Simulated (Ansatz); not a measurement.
# CH₃F₂NSi: small, medium and large basis sets

The task here is to estimate one member of a computed series from the others.

Method: one geometry, several basis sets; program: Ansatz 0.2.0, Gaussian basis.

Plan: PBE0-D4/def2-SVP; ωB97M-V/def2-SVP; PBE0-D4/def2-QZVPP; ωB97M-V/def2-QZVPP; the functionals' def2-TZVPP values are taken from earlier runs.

## The geometry

All runs share one geometry, relaxed beforehand with PBE0-D4 in a triple-zeta def2 set.

SMILES `FC(F)=N[SiH3]`, 8 atoms, charge 0, spin multiplicity 1.

Atoms are counted from 1 here; the program's logs count them from 0.

Bond lengths: F1–C2 1.312 Å, C2–F3 1.323 Å, C2–N4 1.224 Å, N4–Si5 1.734 Å, Si5–H6 1.481 Å, Si5–H7 1.482 Å, Si5–H8 1.486 Å. Angles: F1–C2–F3 107.0°, F1–C2–N4 124.7°, F3–C2–N4 128.3°, C2–N4–Si5 131.4°, N4–Si5–H6 107.1°, N4–Si5–H7 107.1°, N4–Si5–H8 113.0°, H6–Si5–H7 110.0°, H6–Si5–H8 109.7°, H7–Si5–H8 109.7°.

The first run:

in.yaml reads:

```yaml
crystal:
  periodic: [false, false, false]
  atoms:
    - {symbol: F, position_ang: [2.154357, -1.432150, 0.932017]}
    - {symbol: C, position_ang: [0.973364, -0.966144, 0.602232]}
    - {symbol: F, position_ang: [0.076231, -1.822103, 1.064350]}
    - {symbol: N, position_ang: [0.782489, 0.072370, -0.017581]}
    - {symbol: Si, position_ang: [-0.679019, 0.844396, -0.540437]}
    - {symbol: H, position_ang: [-0.704054, 2.192676, 0.073021]}
    - {symbol: H, position_ang: [-0.608442, 0.959196, -2.015800]}
    - {symbol: H, position_ang: [-1.902826, 0.094658, -0.153803]}
basis:
  gaussian: {orbitals: def2-SVP}
hamiltonian: {xc: pbe0, dispersion: d4}
output: {orbitals: {seedname: orbitals}}
```

Steps of the session up to this table: PBE0-D4 in def2-SVP; ωB97M-V in def2-SVP; PBE0-D4 in def2-QZVPP; ωB97M-V in def2-QZVPP.

One of the session's tables, all rows but one given; the rest of the session is left out.

It belongs to the step «Density functionals: the series». 

| functional | basis | HOMO (eV) | LUMO (eV) |
| --- | --- | --- | --- |
| PBE0-D4 | def2-SVP | -8.53 | -0.18 |
| PBE0-D4 | def2-TZVPP | -8.65 | -0.31 |
| PBE0-D4 | def2-QZVPP | -8.68 | -0.36 |
| ωB97M-V | def2-SVP | ? | ? |
| ωB97M-V | def2-TZVPP | -10.98 | 1.89 |
| ωB97M-V | def2-QZVPP | -11.00 | 1.39 |

Q: Estimate the row for ωB97M-V, def2-SVP from the others.

The run gave: HOMO (eV): -10.82; LUMO (eV): 2.13. In the column «HOMO (eV)» it lies between ωB97M-V, def2-TZVPP (-10.98) and PBE0-D4, def2-QZVPP (-8.68).
